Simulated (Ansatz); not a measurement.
# C5H16GeOSi: how energies converge with the basis set

Aim: see how fast density functionals converge with the basis set for C5H16GeOSi.

Computed with Ansatz 0.2.0, Gaussian basis. Level: one geometry, several basis sets.

Plan: PBE0-D4/def2-SVP; ωB97M-V/def2-SVP; PBE0-D4/def2-QZVPP; ωB97M-V/def2-QZVPP; the functionals' def2-TZVPP values are taken from earlier runs.

**1. The relaxed structure**

All runs share one geometry, relaxed beforehand with PBE0-D4 in a triple-zeta def2 set.

SMILES `C[O][GeH2][CH2][Si](C)(C)C`, 24 atoms, charge 0, spin multiplicity 1.

Atoms are counted from 1 here; the program's logs count them from 0.

Bond lengths: C1–O2 1.404 Å, C1–H9 1.099 Å, C1–H10 1.099 Å, C1–H11 1.093 Å, O2–Ge3 1.789 Å, Ge3–C4 1.947 Å, Ge3–H12 1.536 Å, Ge3–H13 1.547 Å, C4–Si5 1.883 Å, C4–H14 1.095 Å, C4–H15 1.097 Å, Si5–C6 1.876 Å, Si5–C7 1.874 Å, Si5–C8 1.871 Å, C6–H16 1.093 Å, C6–H17 1.094 Å, C6–H18 1.093 Å, C7–H19 1.094 Å and more. Angles: O2–C1–H9 112.2°, O2–C1–H10 112.4°, O2–C1–H11 108.3°, H9–C1–H10 108.0°, H9–C1–H11 108.0°, H10–C1–H11 107.8°, C1–O2–Ge3 117.9°, O2–Ge3–C4 110.5°, O2–Ge3–H12 104.0°, O2–Ge3–H13 106.9°, C4–Ge3–H12 112.2°, C4–Ge3–H13 111.6°, H12–Ge3–H13 111.3°, Ge3–C4–Si5 116.0°, Ge3–C4–H14 108.5°, Ge3–C4–H15 106.5°, Si5–C4–H14 109.9°, Si5–C4–H15 109.0° and more.

Coordinates:

```xyz
24

C    -2.61720   -1.85095    0.18163
O    -2.49887   -0.45280    0.22652
Ge   -1.57932    0.26518    1.58269
C     0.32944   -0.03547    1.34700
Si    1.03976    0.44150   -0.33066
C     2.91154    0.38647   -0.22112
C     0.48977    2.17686   -0.77552
C     0.44833   -0.75966   -1.63821
H    -3.05336   -2.25989    1.10359
H    -1.65166   -2.34745    0.01265
H    -3.27750   -2.11349   -0.64910
H    -1.94172    1.75670    1.52885
H    -2.10468   -0.39408    2.87995
H     0.54446   -1.08807    1.55743
H     0.83431    0.54758    2.12642
H     3.28629    1.09174    0.52570
H     3.36781    0.64376   -1.18120
H     3.26160   -0.61137    0.05709
H     0.75812    2.89552    0.00377
H    -0.59263    2.22718   -0.92011
H     0.96359    2.50315   -1.70547
H     0.88401   -0.51704   -2.61138
H     0.73206   -1.78753   -1.39563
H    -0.63933   -0.71795   -1.73179
```

**2. PBE0-D4 in def2-SVP**

in.yaml reads:

```yaml
crystal:
  periodic: [false, false, false]
  atoms:
    - {symbol: C, position_ang: [-2.617195, -1.850947, 0.181628]}
    - {symbol: O, position_ang: [-2.498873, -0.452800, 0.226522]}
    - {symbol: Ge, position_ang: [-1.579320, 0.265182, 1.582686]}
    - {symbol: C, position_ang: [0.329438, -0.035466, 1.346997]}
    - {symbol: Si, position_ang: [1.039762, 0.441495, -0.330659]}
    - {symbol: C, position_ang: [2.911545, 0.386473, -0.221125]}
    - {symbol: C, position_ang: [0.489768, 2.176865, -0.775524]}
    - {symbol: C, position_ang: [0.448327, -0.759663, -1.638211]}
    - {symbol: H, position_ang: [-3.053360, -2.259887, 1.103592]}
    - {symbol: H, position_ang: [-1.651662, -2.347453, 0.012649]}
    - {symbol: H, position_ang: [-3.277503, -2.113492, -0.649100]}
    - {symbol: H, position_ang: [-1.941723, 1.756701, 1.528853]}
    - {symbol: H, position_ang: [-2.104681, -0.394083, 2.879951]}
    - {symbol: H, position_ang: [0.544455, -1.088068, 1.557426]}
    - {symbol: H, position_ang: [0.834313, 0.547582, 2.126416]}
    - {symbol: H, position_ang: [3.286288, 1.091739, 0.525704]}
    - {symbol: H, position_ang: [3.367805, 0.643756, -1.181197]}
    - {symbol: H, position_ang: [3.261598, -0.611369, 0.057094]}
    - {symbol: H, position_ang: [0.758117, 2.895523, 0.003769]}
    - {symbol: H, position_ang: [-0.592632, 2.227180, -0.920107]}
    - {symbol: H, position_ang: [0.963591, 2.503152, -1.705473]}
    - {symbol: H, position_ang: [0.884008, -0.517035, -2.611377]}
    - {symbol: H, position_ang: [0.732062, -1.787533, -1.395628]}
    - {symbol: H, position_ang: [-0.639327, -0.717954, -1.731788]}
basis:
  gaussian: {orbitals: def2-SVP}
hamiltonian: {xc: pbe0, dispersion: d4}
output: {orbitals: {seedname: orbitals}}
```

Further steps of the session: ωB97M-V in def2-SVP; PBE0-D4 in def2-QZVPP; ωB97M-V in def2-QZVPP.

Before running them: what should the planned runs give, taken together? Wanted: PBE0-D4: double and triple zeta above quadruple; ωB97M-V: double and triple zeta above quadruple.

The runs gave:

```
                                       quantity           value
PBE0-D4: double and triple zeta above quadruple  20.35, 1.93 eV
ωB97M-V: double and triple zeta above quadruple  20.75, 1.86 eV
```

**Reading.** PBE0-D4 gains 18.42 eV from double to triple zeta, then 1.93 eV more. These are total energies; as a rule much of such shifts cancels in differences, which this series doesn't test. The LUMO of ωB97M-V is positive and keeps falling with the basis (2.78 to 1.55 eV): an unbound level that the basis holds in place.
